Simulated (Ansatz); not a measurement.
# ErO: the cost of one run

Program: Ansatz 0.2.0. Level of theory: DFT PBE, scalar-relativistic, plane waves, PAW; 4f electrons in the core of a trivalent norm-conserving potential. These are calculated values, not measurements.

**1. The structure to begin with**

The structure is hexagonal, space group P-6m2 (No. 187). The conventional cell has a = 3.047 Å, b = 3.047 Å, c = 3.532 Å, α = 90.00°, β = 90.00°, γ = 120.00°. Er (site symmetry -6m2) has 6 O at 2.49 Å in its first shell of neighbours. Around O (site symmetry -6m2) lie 6 Er at 2.49 Å.

As a file:

```cif
data_structure
_symmetry_space_group_name_H-M 'P-6m2'
_symmetry_Int_Tables_number 187
_cell_length_a 3.0468
_cell_length_b 3.0468
_cell_length_c 3.5318
_cell_angle_alpha 90.000
_cell_angle_beta 90.000
_cell_angle_gamma 120.000
_cell_volume 28.39
loop_
_atom_site_label
_atom_site_type_symbol
_atom_site_symmetry_multiplicity
_atom_site_Wyckoff_symbol
_atom_site_fract_x
_atom_site_fract_y
_atom_site_fract_z
_atom_site_occupancy
Er1 Er 1 a 0.00000 0.00000 0.00000 1
O1 O 1 d 0.33333 0.66667 0.50000 1
```

Recipe of the guess: species swapped into a database cell of SmI (P-6m2, No. 187), with Er on the Sm sites and O on the I sites. Its size is a rough estimate.

**2. The guess as it stands, on a coarse mesh**

input.yaml reads:

```yaml
crystal:
  lattice:
    - [3.04682069, 0.0, 0.0]
    - [-1.52341035, 2.63862412, 0.0]
    - [0.0, 0.0, 3.53182101]
  atoms:
    - { symbol: Er, position: [0.0, 0.0, 0.0] }
    - { symbol: O, position: [0.33333333, 0.66666667, 0.5] }
basis:
  ecutwfc: 770
kpoints:
  mp_grid: { grid: [6, 6, 6] }
hamiltonian:
  xc: pbe
  pseudopotentials:
    kind: paw
    azcp: { Er: "pseudopotentials/pbe/nc/lanthanide_3plus/Er.nc.azcp" }
scf:
  occupations: { method: gaussian, width: 0.1 }
  lower_state_search: "off"
output:
  forces: true
  stress: true
  eigenvalues: true
```

Run with:

```
> ansatz run input.yaml --threads 1 --pin off --max-ram 2560MiB --backend cpu --events-out ev --progress --plain --runs-dir out
```

What time and memory should one allow on 1 thread of Intel Xeon at 2.50GHz (Skylake/Cascade Lake), shared host?

About 5.1 s, with a peak of 0.31 GiB.
